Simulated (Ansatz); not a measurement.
**CHGeN (triplet): the correlation ladder, cc-pVDZ**

Aim: climb from Hartree-Fock through coupled cluster and multireference methods for CHGeN (triplet) at one geometry and basis, and see what each rung misses.

Method: cc-pVDZ, core rule «outside noble gas», up to 16 orbitals frozen; program: Ansatz 0.2.0, Gaussian basis.

Plan: UHF; CCSD(T) on ROHF; CCSD(T) on UHF; BCCD(T) on ROHF; CISD; CCSDT(Q) on ROHF; CCSDT(Q) on UHF; CASSCF and NEVPT2, 10 electrons in 10 orbitals.

23 further runs of the same task are left out: 8 that didn't finish, 15 set aside as unsound or not needed.

### 1 The geometry

The geometry is a PBE0/def2-TZVP stationary point (not a proven minimum). No spin-orbit coupling is included. The filled d shell of Ge may be among the frozen orbitals whatever the setting's name suggests; the logs give the count.

4 atoms, charge 0, spin multiplicity 3.

Atoms are counted from 1 here; the program's logs count them from 0.

Bond lengths: C1–N2 1.228 Å, C1–Ge3 2.120 Å, N2–Ge3 2.234 Å, N2–H4 1.014 Å. Angles: N2–C1–Ge3 78.8°, C1–N2–Ge3 68.6°, C1–N2–H4 135.3°, Ge3–N2–H4 156.2°, C1–Ge3–N2 32.6°.

### 2 UHF

Contents of in.yaml:

```yaml
crystal:
  periodic: [false, false, false]
  atoms:
    - {symbol: C, position_ang: [0.000000, -0.784995, 1.378769]}
    - {symbol: N, position_ang: [0.000000, 0.418069, 1.625258]}
    - {symbol: Ge, position_ang: [0.000000, 0.035580, -0.575618]}
    - {symbol: H, position_ang: [0.000000, 0.980237, 2.468801]}
basis:
  gaussian: {orbitals: cc-pVDZ}
magnetization: {spin_polarized: true, initial_magnetization: 2}
hamiltonian: {xc: hf}
output: {orbitals: {seedname: orbitals}}
```

Command:

```
ansatz run in.yaml --threads 1 --pin off --events-out ev --progress --plain --max-ram 2393MiB
```

Further steps of the session: CCSD(T) on ROHF; CCSD(T) on UHF; BCCD(T) on ROHF; CISD; CCSDT(Q) on ROHF; CCSDT(Q) on UHF; CASSCF and NEVPT2, 10 electrons in 10 orbitals.

**Question.** What will the summary of the whole plan be? Wanted: UCCSDT(Q) below the RHF energy; RMP2 from UCCSDT(Q); UMP2 from UCCSDT(Q); RCCSD from UCCSDT(Q); RCCSD(T) from UCCSDT(Q); UCCSD(T) from UCCSDT(Q); RCCSDT(Q) from UCCSDT(Q); NEVPT2 frontier from UCCSDT(Q); T1 diagnostic.

**Answer**, as computed:

| quantity | value |
| --- | --- |
| UCCSDT(Q) below the RHF energy | -10.4536 eV |
| RMP2 from UCCSDT(Q) | +1178.6 meV |
| UMP2 from UCCSDT(Q) | +1259.6 meV |
| RCCSD from UCCSDT(Q) | +512.2 meV |
| RCCSD(T) from UCCSDT(Q) | +75.3 meV |
| UCCSD(T) from UCCSDT(Q) | +73.4 meV |
| RCCSDT(Q) from UCCSDT(Q) | +8.6 meV |
| NEVPT2 frontier from UCCSDT(Q) | +1505.8 meV |
| levels within 1 kcal/mol (43 meV) | UCCSDT, RCCSDT(Q) |
| T1 diagnostic | 0.031 |

**Reading.** RCCSD(T) lands +75.3 meV from the yardstick (0.7 % of the correlation energy). These misses are within one basis, not against nature; the frozen cores of restricted and unrestricted runs differ, which can shift their rows.
